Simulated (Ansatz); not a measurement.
# ZrB2: how the settings move a single-point run

How sensitive is a single-point run of ZrB2 to its settings? A reference run comes first, then one run with altered input.

Method: reference: DFT, r2SCAN, all-electron PAW with datasets made for the crystal, scalar-relativistic, in Ansatz 0.2.0.

## (1) The system as given

Symmetry: Cmmm, No. 65, orthorhombic system. Conventional cell: a = 3.170 Å, b = 5.491 Å, c = 3.533 Å, α = 90.00°, β = 90.00°, γ = 90.00°. Zr (site symmetry mmm) is surrounded by 12 B at 2.53 to 2.58 Å. B (site symmetry m2m) has 3 B at 1.74 to 1.88 Å as nearest neighbours.

As a file:

```
Zr B
1.0
     3.17000    0.00000    0.00000
    -1.58500    2.74530    0.00000
     0.00000    0.00000    3.53300
Zr B
1 2
Cartesian
  0.0000 0.0000 0.0000
  -0.0396 1.8073 1.7665
  1.6246 0.9380 1.7665
```

## (2) The reference run

input.yaml reads:

```yaml
crystal:
  lattice:
    - [3.17, 0.0, 0.0]
    - [-1.585, 2.74530053, 0.0]
    - [0.0, 0.0, 3.533]
  atoms:
    - { symbol: Zr, position: [0.0, 0.0, 0.0] }
    - { symbol: B, position: [0.3166666666, 0.6583333334, 0.5] }
    - { symbol: B, position: [0.6833333334, 0.3416666666, 0.5] }
kpoints:
  mp_grid: { grid: [10, 10, 8] }
scf:
  occupations: { method: fermi_dirac, width: 0.05 }
hamiltonian:
  xc: r2scan
  pseudopotentials: { kind: all_electron, datasets: crystal }
output:
  forces: true
  stress: true
  eigenvalues: true
  efg: { contact_densities: true }
```

Launch:

```bash
$ ansatz run input.yaml --threads 1 --pin off --max-ram 3072MiB --backend cpu --events-out ev --progress --plain --runs-dir out
```

## (3) A further run, with the input changed

Changes to input.yaml since step 2:

```diff
@@ -16,2 +16,3 @@
   pseudopotentials: { kind: all_electron, datasets: crystal }
+  hubbard: { sites: [{ species: Zr, l: d, u_eff: 4.0 }], double_counting: fll }
 output:
```

(Steps that only read results are left out.)

What does the calculation give? Wanted: for each run, ending; energy change.

The runs gave:

| run | ending | energy change | cycles | time |
| --- | --- | --- | --- | --- |
| reference | converged | - | 9 | 29 s |
| 1: hubbard.sites [{species: Zr, l: d, u_eff: 4.0}], hubbard.double_counting fll | refused | - | - | 0.44 s |

Residual by cycle in the longest SCF loop of each run; runs are numbered as in the table. The quantity is the density residual dr2, in eV.

```
cycle  reference
    1       3.44
    2       1.18
    3      0.365
    4    0.00185
    5     4.3e-4
    6     3.5e-4
    7     8.7e-6
    8     1.9e-7
    9     9.7e-9
```

With the changed Hubbard U the run ends refused. 1 of the 1 altered inputs did not end normally.
